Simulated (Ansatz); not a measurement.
# BiW (CsCl type): a relaxation

Aim: a sound relaxation of BiW (CsCl type). The structure is shown as the input types it.

Method: DFT, LDA, PAW with Ansatz's default frozen-core files, scalar-relativistic, computed with Ansatz 0.2.0.

## 1. Input and run

Contents of input.yaml:

```yaml
crystal:
  lattice:
    - [3.4031152376, 0.0, 0.0]
    - [0.0, 3.4031152376, 0.0]
    - [0.0, 0.0, 3.4031152376]
  atoms:
    - { symbol: Wx, position: [0.0, 0.0, 0.0] }
    - { symbol: Bi, position: [0.5, 0.5, 0.5] }
kpoints:
  mp_grid: { grid: [11, 11, 11] }
scf:
  occupations: { method: fermi_dirac, width: 0.1 }
  max_iter: 75
hamiltonian:
  xc: lda
  pseudopotentials: { kind: paw }
output:
  forces: true
  stress: true
relax:
  f_tol: 0.005
  max_steps: 40
  cell: {}
```

Started as:

```console
$ ansatz run input.yaml --threads 1 --pin off --max-ram 2048MiB --backend cpu --events-out ev --progress --plain --runs-dir out
```

**Question.** How will this run end, and is anything wrong with its input?

The run ended at the input check. It says: «line 7 column 17: `Wx` is not an element symbol (H … Og, case-exact)»

One of the atoms is labelled with something that isn't a chemical symbol in the accepted spelling.

The cure: write the element's symbol correctly.
